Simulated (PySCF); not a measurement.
# C2H9GeNSi: the cost of one run

The runs use PySCF 2.14.0, with density-fitted response routines of our own; the level of theory stands in each step. All values are computed, except where a source is named. Atoms are numbered from 0 throughout.

## 1. The molecule as given

14 atoms, charge 0, multiplicity 1; geometry from: GFN2-xTB. The atoms were then displaced at random by about 0.01 Å, so the start is not that level's minimum.

Bonds of the start (Å): C0–Si1 1.91, Si1–N2 1.72, N2–C3 1.41, C3–Ge4 2.00, Ge4–Si1 2.36, C0–H5 1.05, C0–H6 1.08, C0–H7 1.11, Si1–H8 1.50, N2–H9 1.02, C3–H10 1.14, C3–H11 1.09, Ge4–H12 1.52, Ge4–H13 1.54.

## 2. Optimising the geometry at PBE0-D3(BJ)/def2-SVP

Job settings and geometry (Å):

```
{"job": {"xc": "PBE0", "basis": "def2-SVP", "d3": "d3bj", "grid": 1, "shake": 0.01, "kind": "geom"}, "charge": 0, "multiplicity": 1}
C      2.324290     0.344110    -0.147650
Si     0.578710     0.306510     0.638530
N     -0.280700    -1.158300     0.378790
C     -1.583460    -0.901760    -0.096130
Ge    -1.344750     1.032720    -0.524660
H      2.989450    -0.272910     0.376940
H      2.293710     0.055660    -1.190890
H      2.718540     1.382790    -0.113760
H      0.650290     0.818610     2.047100
H     -0.076560    -2.071190     0.781750
H     -2.368770    -1.091160     0.701660
H     -1.852460    -1.574940    -0.914380
H     -1.548360     1.266100    -2.014980
H     -2.507080     1.848690     0.069930
```

Launch:

```
$ OMP_NUM_THREADS=1 python probes_run.py task.json out
```

This one command runs all jobs of the session in turn.

**Question.** How long does this first job take on 1 thread of Arm Neoverse V1, shared host, and how much memory does it need?

About 1.7 min, with a peak of 0.51 GiB.
